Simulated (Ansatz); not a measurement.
Crystal: Cs3Pt.

```
CELL_PARAMETERS angstrom
5.77765 0.00000 0.00000
0.00000 5.77765 0.00000
0.00000 0.00000 5.77765
ATOMIC_POSITIONS crystal
Pt 0.50000 0.50000 0.50000
Cs 0.50000 0.00000 0.00000
Cs 0.00000 0.50000 0.00000
Cs 0.00000 0.00000 0.50000
```

The cell comes from a database or a generator and needn't be the stable form of this composition.

Base run:

* Program: Ansatz 0.2.0
* Functional: PBEsol
* Potentials or basis: Ansatz PAW
* Cutoff: 420 eV (not typed: the program's choice for these potentials)
* k mesh: 5 × 5 × 5
* Occupations: gaussian, width 0.05 eV
* Spin: no spin polarisation

Its results: band gap on the k mesh none (metal or under the smearing width); pressure -1.3 GPa.

Task: The run is repeated on the same cell with these changes: functional from PBEsol to PBE. What comes out?

Result: Band gap on the k mesh none (metal or under the smearing width); pressure -0.2 GPa.

PBE binds less tightly than PBEsol, so the same cell stands under more pressure.

Caveats: the PAW data sets come from PBE, with cores solved anew for the run's functional, which leaves a small shift of forces and pressure (some runs).
